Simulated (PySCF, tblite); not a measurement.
# C6H4O2 (triplet): geometry, infrared bands and EPR parameters

Wanted: the infrared bands and EPR parameters of C6H4O2 (triplet) (`[O]c1cccc([O])c1`), by calculation.

Programs: tblite 0.8.0 and PySCF 2.14.0, with density-fitted response routines of our own. Each step states its level of theory. These are calculated values for one molecule in the gas phase, unless marked as measured. Atoms count from 0, in the outputs and in this text.

### Step 1. The molecule as given

12 atoms, charge 0, multiplicity 3; geometry from: force field or distance geometry start.

Bonds of the start (Å): O0–C1 1.39, C1–C2 1.40, C2–C3 1.40, C3–C4 1.39, C4–C5 1.38, C5–O6 1.39, C5–C7 1.37, C7–C1 1.38, C2–H8 1.08, C3–H9 1.06, C4–H10 1.08, C7–H11 1.10.

### Step 2. Geometry optimisation with GFN2-xTB

What the job is given:

```
{"job": {"kind": "relax", "xc": "GFN2-xTB", "basis": "xTB"}, "charge": 0, "multiplicity": 3}
O     -1.676500    -2.195500     0.010900
C     -0.812700    -1.109900    -0.001700
C      0.570200    -1.263800     0.100900
C      1.422700    -0.151300     0.083100
C      0.850900     1.112800    -0.001500
C     -0.515200     1.278500    -0.101600
O     -1.132800     2.519000    -0.204500
C     -1.312100     0.170300    -0.084900
H      1.026700    -2.236900     0.177000
H      2.464900    -0.325200     0.167200
H      1.518700     1.962900    -0.014800
H     -2.403500     0.238300    -0.156200
```

Launch:

```sh
OMP_NUM_THREADS=1 python probes_run.py task.json out
```

This one command runs all jobs of the session in turn.

What it wrote:

```text
step      E/eV     max force
  0    -621.28011    6.430
  1    -622.35501    1.226
  2    -622.39792    0.468
  3    -622.41626    0.476
  4    -622.43409    0.200
  5    -622.43761    0.199
  6    -622.44104    0.136
  7    -622.44368    0.152
  8    -622.44546    0.098
  9    -622.44598    0.052
 10    -622.44612    0.030
 11    -622.44620    0.028
 12    -622.44627    0.020
 13    -622.44632    0.017
 14    -622.44635    0.012
 15    -622.44636    0.010
 16    -622.44637    0.007
```

Wall time 0.25 s (1 thread of Intel Xeon at 2.50GHz, shared host).

Along the way:

```
step  energy from step 0 (eV)  largest force (eV/Å)
   0                   0.0000                6.4300
   1                  -1.0749                1.2263
   2                  -1.1178                0.4679
   3                  -1.1361                0.4765
   4                  -1.1540                0.1999
   5                  -1.1575                0.1988
   6                  -1.1609                0.1365
   7                  -1.1636                0.1525
   8                  -1.1653                0.0975
   9                  -1.1659                0.0518
  10                  -1.1660                0.0304
  11                  -1.1661                0.0282
  12                  -1.1662                0.0203
  13                  -1.1662                0.0172
  14                  -1.1662                0.0120
  15                  -1.1662                0.0105
  16                  -1.1663                0.0068
```

Distances of close pairs at the start and the end, largest changes first:

```
 bond  before (Å)  after (Å)  change (Å)
C5–O6       1.390      1.237      -0.153
O0–C1       1.387      1.237      -0.150
C5–C7       1.365      1.439      +0.074
C4–C5       1.380      1.453      +0.073
C1–C7       1.377      1.439      +0.063
C1–C2       1.395      1.453      +0.058
C2–C3       1.402      1.380      -0.022
C3–H9       1.060      1.081      +0.021
```

The end geometry stands in the next job.

### Step 3. Harmonic vibrations with GFN2-xTB

What the job is given:

```
{"job": {"kind": "ir", "xc": "GFN2-xTB", "basis": "xTB"}, "charge": 0, "multiplicity": 3}
O     -1.586691    -2.167691     0.016041
C     -0.849883    -1.174206     0.000694
C      0.596168    -1.280143     0.098304
C      1.403504    -0.160970     0.091137
C      0.876971     1.110971    -0.005006
C     -0.555509     1.335264    -0.099430
O     -1.041055     2.468638    -0.198517
C     -1.384605     0.158808    -0.093283
H      1.011098    -2.273406     0.178354
H      2.475604    -0.283426     0.162656
H      1.511891     1.983606    -0.015556
H     -2.456295     0.281869    -0.161421
```

What it wrote:

```text
mode    cm-1     km/mol
  1     -81.8      0.17
  2     136.3     18.07
  3     178.4      0.16
  4     341.4      0.42
  5     357.8     28.18
  6     375.4     27.81
  7     455.1      7.88
  8     481.8      0.87
  9     515.0      0.30
 10     631.8      2.38
 11     742.2      0.34
 12     771.2     70.42
 13     810.8      0.01
 14     914.9      2.20
 15     922.7      1.35
 16     931.4      0.14
 17    1090.1      0.78
 18    1139.1      1.78
 19    1181.8      0.47
 20    1255.5     34.13
 21    1289.6      0.28
 22    1307.7      6.28
 23    1447.7      1.83
 24    1454.2     27.97
 25    1517.5    296.29
 26    1535.6     97.69
 27    3070.0     11.06
 28    3090.9      0.01
 29    3102.4      1.43
 30    3105.3      1.30
```

Wall time 0.89 s (1 thread of Intel Xeon at 2.50GHz, shared host).

Which atoms move in the most intense modes:

```
cm⁻¹  km/mol                                atoms
 136    18.1  C7 45 %, O6 20 %, O0 19 %, H11 13 %
 358    28.2            O0 37 %, O6 37 %, C7 11 %
 375    27.8                             H11 62 %
 771    70.4   C5 20 %, C1 19 %, C7 12 %, C4 11 %
1256    34.1            C1 32 %, C5 32 %, C7 12 %
1454    28.0            C3 46 %, C4 15 %, C2 15 %
1518   296.3   C1 26 %, C5 26 %, O0 17 %, O6 17 %
1536    97.7   C5 31 %, C1 30 %, O6 17 %, O0 16 %
```

### Step 4. EPR parameters: B3LYP/pcH-1

The job, as its differences from that of step 3:

```diff
@@ -1,2 +1,2 @@
-{"job": {"kind": "ir", "xc": "GFN2-xTB", "basis": "xTB"}, "charge": 0, "multiplicity": 3}
+{"job": {"kind": "epr", "basis": "pcH-1"}, "charge": 0, "multiplicity": 3}
 O     -1.586691    -2.167691     0.016041
```

With the program's defaults for keys left out, this is: UKS B3LYP, pcH-1 on C H O, non-relativistic, mean-field spin-orbit, GIAO.

What it wrote:

```text
UKS, coarse grid
  cycle   1  E = -381.13774397  |g| = 8.35e-01
  cycle   2  E = -378.31185829  |g| = 2.54e+00
  cycle   3  E = -381.39169691  |g| = 2.36e-01
  cycle   4  E = -381.41615545  |g| = 1.52e-01
  cycle   5  E = -381.42744759  |g| = 4.54e-02
  cycle   6  E = -381.42848293  |g| = 2.69e-02
  cycle   7  E = -381.42911233  |g| = 8.71e-03
  cycle   8  E = -381.42921011  |g| = 3.72e-03
  cycle   9  E = -381.42921926  |g| = 1.12e-03
  cycle  10  E = -381.42922056  |g| = 3.32e-04
UKS, final grid
  cycle   1  E = -381.42921153  |g| = 6.93e-04
  cycle   2  E = -381.42921068  |g| = 1.65e-03
  cycle   3  E = -381.42921172  |g| = 3.28e-05
  cycle   4  E = -381.42921172  |g| = 2.69e-05
E = -381.42921172 Eh   <S^2> = 2.0545 (exact 2.0000)
g shifts (ppm)      1          2          3
  rmc          -210       -210       -210
  gc            -16         40         42
  oz_so          -8       4513       7483
  total        -234       4342       7314
hyperfine (MHz)  atom isotope    a_iso     a_fc   dipolar eigenvalues
    0   17O     -13.70     -13.70    -66.46     32.89     33.56
    1   13C     -27.33     -27.33     -9.36      2.97      6.39
    2   13C      19.94      19.94    -20.14    -18.90     39.04
    3   13C     -18.21     -18.21    -11.65      5.23      6.42
    4   13C      19.92      19.92    -20.14    -18.90     39.04
    5   13C     -27.33     -27.33     -9.36      2.97      6.39
    6   17O     -13.70     -13.70    -66.47     32.90     33.57
    7   13C      26.31      26.31    -27.31    -27.25     54.56
    8    1H     -16.84     -16.84     -8.91     -1.64     10.55
    9    1H       4.74       4.74     -2.52      0.47      2.05
   10    1H     -16.84     -16.84     -8.91     -1.64     10.55
   11    1H     -22.71     -22.71    -11.01     -2.65     13.65
zero-field splitting (cm-1)  D = 0.1128  E = 0.0149  (spin-spin 0.0518, spin-orbit 0.0611)
```

Wall time 2.1 min (1 thread of Intel Xeon at 2.50GHz, shared host); peak memory 0.88 GiB.

Principal g values 2.00209, 2.00666, 2.00963; g(iso) = 2.00613, against 2.00232 for a free electron.

Mean a(iso) over the nuclei that a row names, and the largest dipolar term of the row (other rows stand at the frozen geometry):

```
 nuclei  isotope  a(iso) (MHz)  a(iso) (G, at g = 2.0023)  largest dipolar term (MHz)
 C1, C5      13C         -27.3                       -9.8                        -9.4
     C7      13C          26.3                        9.4                        54.6
    H11       1H         -22.7                       -8.1                        13.7
 C2, C4      13C          19.9                        7.1                        39.0
     C3      13C         -18.2                       -6.5                       -11.6
H8, H10       1H         -16.8                       -6.0                        10.5
 O0, O6      17O         -13.7                       -4.9                       -66.5
     H9       1H           4.7                        1.7                        -2.5
```

Zero-field splitting: D = 0.113 cm⁻¹ (spin-spin 0.052, spin-orbit 0.061), E = 0.015 cm⁻¹.

Mulliken spin populations:

```
atom  value (e)
  O0       0.43
  C1      -0.16
  C2       0.52
  C3      -0.21
  C4       0.52
  C5      -0.16
  O6       0.43
  C7       0.71
  H8      -0.02
  H9       0.01
 H10      -0.02
 H11      -0.03
```

The fields below are evaluated on a grid from the run's orbitals.

ELF in a plane through or near 12 of the atoms.

Values, 10 rows by 14 columns:
```
0.00 0.00 0.00 0.00 0.00 0.00 0.00 0.00 0.00 0.00 0.00 0.00 0.00 0.00
0.00 0.00 0.00 0.00 0.00 0.00 0.03 0.08 0.01 0.00 0.00 0.00 0.00 0.00
0.00 0.00 0.00 0.01 0.01 0.02 0.97 1.00 0.68 0.00 0.01 0.00 0.00 0.00
0.00 0.00 0.16 0.98 0.97 0.21 0.60 0.68 0.31 0.59 0.99 0.89 0.01 0.00
0.00 0.00 0.10 0.92 0.97 0.51 0.89 0.55 0.38 0.48 0.98 0.71 0.01 0.00
0.00 0.01 0.38 0.49 0.28 0.53 0.41 0.13 0.61 0.58 0.25 0.56 0.16 0.00
0.00 0.03 0.63 0.79 0.55 0.45 0.87 0.42 0.82 0.73 0.55 0.89 0.32 0.00
0.00 0.00 0.10 0.61 0.73 0.03 0.94 1.00 0.42 0.22 0.77 0.39 0.02 0.00
0.00 0.00 0.00 0.00 0.00 0.01 0.65 0.90 0.21 0.00 0.00 0.00 0.00 0.00
0.00 0.00 0.00 0.00 0.00 0.00 0.00 0.00 0.00 0.00 0.00 0.00 0.00 0.00
```
The map spans 9.9 Å across and 10.2 Å up, centred on the molecule. Atoms in the plane (x, y in Å): O0 (2.3, -1.3), C1 (1.3, -0.7), C2 (1.2, 0.7), C3 (0.0, 1.4), C4 (-1.2, 0.7), C5 (-1.3, -0.7), O6 (-2.3, -1.3), C7 (0.0, -1.4), H8 (2.1, 1.3), H9 (0.0, 2.5), H10 (-2.1, 1.3), H11 (0.0, -2.5).

On the surface of density 0.002 e/bohr³ the electrostatic potential runs, from the 1st to the 99th percentile, from -1.41 V near O6 to 1.49 V near H9.

The spin density lies nearest to C7 21 %; O0, O6 about 16 % each; C2, C4 about 14 % each.

### Step 5. What came out

| quantity | value |
| --- | --- |
| strongest single infrared mode (GFN2-xTB) | 1518 cm⁻¹, 296 km/mol |
| zero-point energy (GFN2-xTB) | 48.8 kcal/mol |
| D, E (B3LYP) | 0.113, 0.015 cm⁻¹ |
| g(iso) (B3LYP) | 2.00613 |
| ⟨S²⟩ | 2.055 (exact 2.00) |
| largest a(iso) (averaged by class) | 13C on C1, C5, -27.3 MHz |
| surface potential, 1st and 99th percentile | -1.41 V and 1.49 V |

Relaxing lowered the energy by 1.166 eV in 16 steps; the close pair that moved most is C5–O6, from 1.390 to 1.237 Å. The lowest mode is imaginary (82i cm⁻¹), so the xTB geometry is not a minimum. The strongest single mode, at 1518 cm⁻¹, is carried by C1, C5, O0, O6. Unscaled tight-binding wavenumbers are off by several per cent, some by more. Its intensities can rank the bands wrongly. The largest spin populations lie on C7 (0.71 e), C2 (0.52 e), C4 (0.52 e). The isotropic g lies 3.8 ppt above the free-electron value.
